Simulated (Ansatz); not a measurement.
# C2H4FGe: the cost of one run

All numbers are computed with Ansatz 0.2.0, driven from Python. Level of theory: MP2/def2-SVP.

## 1. Starting point

Bond lengths: C1–C2 1.265 Å, C2–Ge3 1.920 Å, Ge3–F4 1.732 Å, C1–H5 1.122 Å, C1–H6 1.117 Å, C2–H7 1.113 Å, Ge3–H8 1.491 Å. Angles: C1–C2–Ge3 120.0°, C1–C2–H7 120.2°, Ge3–C2–H7 119.8°, C2–C1–H5 122.7°, C2–C1–H6 124.5°, H5–C1–H6 112.8°, C2–Ge3–F4 108.8°, C2–Ge3–H8 109.9°, F4–Ge3–H8 114.2°.

No structure file is read: the coordinates are typed or built in the script.

## 2. Script

Input file scan.py:

```python
import ansatz as az
import matplotlib.pyplot as plt
import numpy as np

GEOMETRY = """
C    -0.24450    1.11030   -0.38750
C     0.67320    0.24770   -0.27380
Ge    0.27540   -1.48770    0.44570
F    -0.23400   -1.30600    2.09110
H    -0.07100    2.12630   -0.83180
H    -1.30880    0.94370   -0.09270
H     1.71470    0.49350   -0.58120
H    -0.71280   -2.18500   -0.42560
"""


def main() -> None:
    molecule = az.Crystal.molecule()
    for line in GEOMETRY.strip().splitlines():
        symbol, *xyz = line.split()
        molecule = molecule.atom(symbol, [float(v) for v in xyz])

    symbols = [site.symbol for site in molecule.cartesian_sites]
    start = np.array([site.position_ang for site in molecule.cartesian_sites])
    axis = (start[6] - start[1]) / np.linalg.norm(start[6] - start[1])
    moving = [6]
    lengths, energies = [0.98, 1.024, 1.069, 1.113, 1.158, 1.202, 1.247, 1.314], []
    for length in lengths:
        xyz = start.copy()
        xyz[moving] += (length - np.linalg.norm(start[6] - start[1])) * axis
        point = az.Crystal.molecule()
        for symbol, place in zip(symbols, xyz):
            point = point.atom(symbol, place.tolist())
        calc = point.calculation().basis(gaussian="def2-SVP").correlation("mp2").spin("collinear", total=1)
        report = calc.run(threads=1, pin="off").report
        energies.append(report["free_energy_ev"])
        print(f"r = {length:6.3f} A  E = {energies[-1]:.5f} eV  <S^2> = {abs(report['mean_field']['state']['spin_squared']):.3f}")

    fit = np.polynomial.Polynomial.fit(lengths, np.array(energies) - min(energies), 4).convert()
    roots = [r.real for r in fit.deriv().roots() if abs(r.imag) < 1e-9 and fit.deriv(2)(r.real) > 0]
    r_e = min(roots, key=lambda r: abs(r - lengths[int(np.argmin(energies))]))
    print(f"minimum of the fit at {r_e:.4f} A, force constant {fit.deriv(2)(r_e):.2f} eV/A^2")
    plt.figure(figsize=(4.5, 3))
    plt.plot(lengths, np.array(energies) - min(energies), "o-")
    plt.xlabel("bond length (A)")
    plt.ylabel("E - E(min) (eV)")
    plt.tight_layout()
    plt.savefig("scan.png", dpi=100)


if __name__ == "__main__":
    main()
```

## 3. Launch

Started as:

```console
$ python scan.py
```

What time and memory should one allow on 1 thread of Arm Neoverse V2, shared host?

About 33 s, with a peak of 0.34 GiB.
